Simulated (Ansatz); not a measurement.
# ClH4InO2: the cost of one run

All numbers below are computed with Ansatz 0.2.0 (RHF/def2-SVP).

## 1. The structure to begin with

Bond lengths: In1–O2 2.340 Å, O2–H3 1.010 Å, In1–Cl4 2.440 Å, In1–O5 1.990 Å, O5–H6 1.010 Å, In1–H7 2.070 Å. Angles: In1–O2–H3 109.5°, O2–In1–Cl4 120.0°, O2–In1–O5 120.0°, O2–In1–H7 71.6°, Cl4–In1–O5 120.0°, Cl4–In1–H7 88.5°, O5–In1–H7 110.0°, In1–O5–H6 109.5°.

As a file:

```xyz
8

In    0.0000    0.0000    0.0000
O     0.0000    0.0000    2.3400
H    -0.9095   -0.2814    2.6771
Cl    2.1130    0.0000   -1.2200
O    -1.7233    0.0000   -0.9950
H    -2.2330   -0.8467   -0.7865
H     0.4415    1.9141    0.6527
H     0.3347    1.4511    1.6540
```

## 2. A restrained relaxation towards end A

Springs on the bonds that form and break draw the guess towards this end; the thresholds are loose.

Contents of input.yaml:

```yaml
crystal:
  periodic: [false, false, false]
  atoms:
    - { symbol: In, position_ang: [0.0, 0.0, 0.0] }
    - { symbol: O, position_ang: [0.0, 0.0, 2.34] }
    - { symbol: H, position_ang: [-0.9095, -0.2814, 2.6771] }
    - { symbol: Cl, position_ang: [2.113, 0.0, -1.22] }
    - { symbol: O, position_ang: [-1.7233, 0.0, -0.995] }
    - { symbol: H, position_ang: [-2.233, -0.8467, -0.7865] }
    - { symbol: H, position_ang: [0.4415, 1.9141, 0.6527] }
    - { symbol: H, position_ang: [0.3347, 1.4511, 1.654] }
basis:
  gaussian: { orbitals: def2-SVP }
hamiltonian:
  xc: hf
relax:
  f_tol: 0.15
  max_steps: 25
  restrain:
    - { distance: [0, 6], at: 2.97, k: 30.0 }
    - { distance: [7, 1], at: 2.21, k: 30.0 }
    - { distance: [0, 1], at: 1.99, k: 30.0 }
    - { distance: [7, 6], at: 0.66, k: 30.0 }
```

Command:

```
$ ansatz run input.yaml --threads 1 --pin off --max-ram 2048MiB --backend cpu --events-out ev --progress --plain --runs-dir out
```

What time and memory should one allow on 1 thread of Arm Neoverse V1, shared host?

About 25 s, with a peak of 0.18 GiB.
